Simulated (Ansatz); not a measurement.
# H2Os: the cost of one run

Method: DFT PBE, scalar-relativistic, plane waves, PAW, in Ansatz 0.2.0.

The COD entry's cell or inner coordinates are ideal or old and differ from later refinements, so a difference from it is no clean test against experiment.

## 1. The starting structure

The structure is cubic, space group Pn-3m (No. 224). Conventional cell: a = 3.860 Å, b = 3.860 Å, c = 3.860 Å, α = 90.00°, β = 90.00°, γ = 90.00°. H (site symmetry -3m) is surrounded by 2 Os at 1.67 Å. Os (site symmetry -43m) is surrounded by 4 H at 1.67 Å.

Coordinates:

```
CELL_PARAMETERS angstrom
3.85976 0.00000 0.00000
0.00000 3.85976 0.00000
0.00000 0.00000 3.85976
ATOMIC_POSITIONS crystal
H 0.25000 0.25000 0.25000
H 0.25000 0.75000 0.75000
H 0.75000 0.75000 0.25000
H 0.75000 0.25000 0.75000
Os 0.00000 0.00000 0.00000
Os 0.50000 0.50000 0.50000
```

This is candidate A: cuprite type (Pn-3m, No. 224).

(A quick probe on a coarse mesh, which set the mesh and smearing, is not shown.)

## 3. Rough relaxation on the coarse mesh (candidate A)

input.yaml reads:

```yaml
crystal:
  lattice:
    - [3.8597643758, 0.0, 0.0]
    - [0.0, 3.8597643758, 0.0]
    - [0.0, 0.0, 3.8597643758]
  atoms:
    - { symbol: H, position: [0.25, 0.25, 0.25] }
    - { symbol: H, position: [0.25, 0.75, 0.75] }
    - { symbol: H, position: [0.75, 0.75, 0.25] }
    - { symbol: H, position: [0.75, 0.25, 0.75] }
    - { symbol: Os, position: [0.0, 0.0, 0.0] }
    - { symbol: Os, position: [0.5, 0.5, 0.5] }
basis:
  ecutwfc: 420
kpoints:
  mp_grid: { grid: [4, 4, 4] }
hamiltonian:
  xc: pbe
scf:
  occupations: { method: gaussian, width: 0.1 }
  lower_state_search: "off"
output:
  forces: true
  stress: true
  eigenvalues: true
relax:
  adjacent_minimum: "off"
  f_tol: 0.04
  max_steps: 70
  cell: { stress_tol: 0.4 }
```

The run is started by

```sh
$ ansatz run input.yaml --threads 1 --pin off --max-ram 2560MiB --backend cpu --events-out ev --progress --plain --runs-dir out
```

Q: Estimate wall time and peak memory on 1 thread of Intel Xeon Platinum 8375C at 2.90GHz (Ice Lake), shared host.

About 4.1 s, with a peak of 0.35 GiB.
